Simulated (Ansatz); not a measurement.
# BH5InNOS: basis-set convergence

How large a basis does BH5InNOS need? Two functionals are run in growing sets.

The runs use Ansatz 0.2.0, Gaussian basis; one geometry, several basis sets.

The runs, in order: PBE0-D4/def2-SVP; ωB97M-V/def2-SVP; PBE0-D4/def2-QZVPP; ωB97M-V/def2-QZVPP; the functionals' def2-TZVPP values are taken from earlier runs.

### Step 1. The geometry

The geometry comes from an earlier relaxation with PBE0-D4 in a triple-zeta def2 set; it is a stationary point, not always the lowest conformer. In takes the def2 core potential; no spin-orbit term is included.

SMILES `[NH2][In]([OH])[BH]S`, 10 atoms, charge 0, spin multiplicity 1.

Atoms are counted from 1 here; the program's logs count them from 0.

Bond lengths: N1–In2 2.013 Å, N1–H6 1.009 Å, N1–H7 1.008 Å, In2–O3 1.998 Å, In2–B4 2.231 Å, O3–H8 0.959 Å, B4–S5 1.761 Å, B4–H9 1.194 Å, S5–H10 1.345 Å. Angles: In2–N1–H6 117.3°, In2–N1–H7 120.9°, H6–N1–H7 110.1°, N1–In2–O3 104.3°, N1–In2–B4 130.1°, O3–In2–B4 125.2°, In2–O3–H8 113.9°, In2–B4–S5 125.8°, In2–B4–H9 121.9°, S5–B4–H9 112.3°, B4–S5–H10 101.8°.

### Step 2. PBE0-D4 in def2-SVP

The input, in.yaml:

```yaml
crystal:
  periodic: [false, false, false]
  atoms:
    - {symbol: N, position_ang: [0.747782, 1.292954, 1.547985]}
    - {symbol: In, position_ang: [0.545776, 0.103889, -0.063389]}
    - {symbol: O, position_ang: [1.882506, 0.809478, -1.369977]}
    - {symbol: B, position_ang: [-0.946704, -1.498698, -0.488732]}
    - {symbol: S, position_ang: [-2.694991, -1.294743, -0.525424]}
    - {symbol: H, position_ang: [1.594683, 1.837701, 1.617334]}
    - {symbol: H, position_ang: [0.461409, 0.980030, 2.462237]}
    - {symbol: H, position_ang: [1.851858, 0.380685, -2.227054]}
    - {symbol: H, position_ang: [-0.615975, -2.620854, -0.729886]}
    - {symbol: H, position_ang: [-2.826354, 0.009569, -0.223094]}
basis:
  gaussian: {orbitals: def2-SVP}
hamiltonian: {xc: pbe0, dispersion: d4}
output: {orbitals: {seedname: orbitals}}
```

Started as:

```console
ansatz run in.yaml --threads 4 --pin off --events-out ev --progress --plain --max-ram 10444MiB
```

After this run come: ωB97M-V in def2-SVP; PBE0-D4 in def2-QZVPP; ωB97M-V in def2-QZVPP.

Before running them: what should the planned runs give, taken together? Wanted: PBE0-D4: double and triple zeta above quadruple; ωB97M-V: double and triple zeta above quadruple.

The runs gave:

| quantity | value |
| --- | --- |
| PBE0-D4: double and triple zeta above quadruple | 10.05, 0.65 eV |
| ωB97M-V: double and triple zeta above quadruple | 10.18, 0.62 eV |

What this shows: PBE0-D4 gains 9.40 eV from double to triple zeta, then 0.65 eV more. These are total energies; as a rule much of such shifts cancels in differences, which this series doesn't test.
